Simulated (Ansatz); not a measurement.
# CH6F2GeSn: the cost of one run

Program: Ansatz 0.2.0. Level of theory: RKS PBE-D4/def2-SVP. These are calculated values, not measurements.

## 1. Starting point

Bond lengths: C1–Sn2 2.106 Å, Sn2–F3 1.921 Å, Sn2–Ge4 2.588 Å, Ge4–F5 1.770 Å, C1–H6 1.111 Å, C1–H7 1.084 Å, C1–H8 1.170 Å, Sn2–H9 1.735 Å, Ge4–H10 1.474 Å, Ge4–H11 1.600 Å. Angles (14 of 18 angles, heavy atoms first): C1–Sn2–F3 109.1°, C1–Sn2–Ge4 112.1°, F3–Sn2–Ge4 107.9°, Sn2–Ge4–F5 109.4°, C1–Sn2–H9 107.8°, F3–Sn2–H9 109.3°, Ge4–Sn2–H9 110.6°, Sn2–C1–H6 111.1°, Sn2–C1–H7 112.0°, Sn2–C1–H8 106.9°, Sn2–Ge4–H10 111.5°, Sn2–Ge4–H11 107.0°, F5–Ge4–H10 111.4°, F5–Ge4–H11 105.5°.

As a file:

```xyz
11

C    -1.0261   -0.4056    1.5804
Sn    0.7701   -0.3159    0.4845
F     1.9754    0.9039    1.3508
Ge    0.3940    0.5231   -1.9348
F    -0.3906    2.1091   -1.8928
H    -1.7797   -1.0372    1.0629
H    -0.8605   -0.7092    2.6081
H    -1.4736    0.6754    1.5888
H     1.4688   -1.9037    0.4789
H     1.6564    0.5665   -2.6948
H    -0.6689   -0.4634   -2.6114
```

## 2. End point A

input.yaml

```yaml
crystal:
  periodic: [false, false, false]
  atoms:
    - { symbol: C, position_ang: [-1.0261, -0.4056, 1.5804] }
    - { symbol: Sn, position_ang: [0.7701, -0.3159, 0.4845] }
    - { symbol: F, position_ang: [1.9754, 0.9039, 1.3508] }
    - { symbol: Ge, position_ang: [0.394, 0.5231, -1.9348] }
    - { symbol: F, position_ang: [-0.3906, 2.1091, -1.8928] }
    - { symbol: H, position_ang: [-1.7797, -1.0372, 1.0629] }
    - { symbol: H, position_ang: [-0.8605, -0.7092, 2.6081] }
    - { symbol: H, position_ang: [-1.4736, 0.6754, 1.5888] }
    - { symbol: H, position_ang: [1.4688, -1.9037, 0.4789] }
    - { symbol: H, position_ang: [1.6564, 0.5665, -2.6948] }
    - { symbol: H, position_ang: [-0.6689, -0.4634, -2.6114] }
basis:
  gaussian: { orbitals: def2-SVP }
hamiltonian:
  xc: pbe
  dispersion: d4
relax:
  f_tol: 0.015
  max_steps: 40
```

The run is started by

```bash
$ ansatz run input.yaml --threads 2 --pin off --max-ram 3072MiB --backend cpu --events-out ev --progress --plain --runs-dir out
```

What time and memory should one allow on 2 threads of Intel Xeon Platinum 8488C (Sapphire Rapids), shared host?

About 70 s, with a peak of 0.2 GiB.
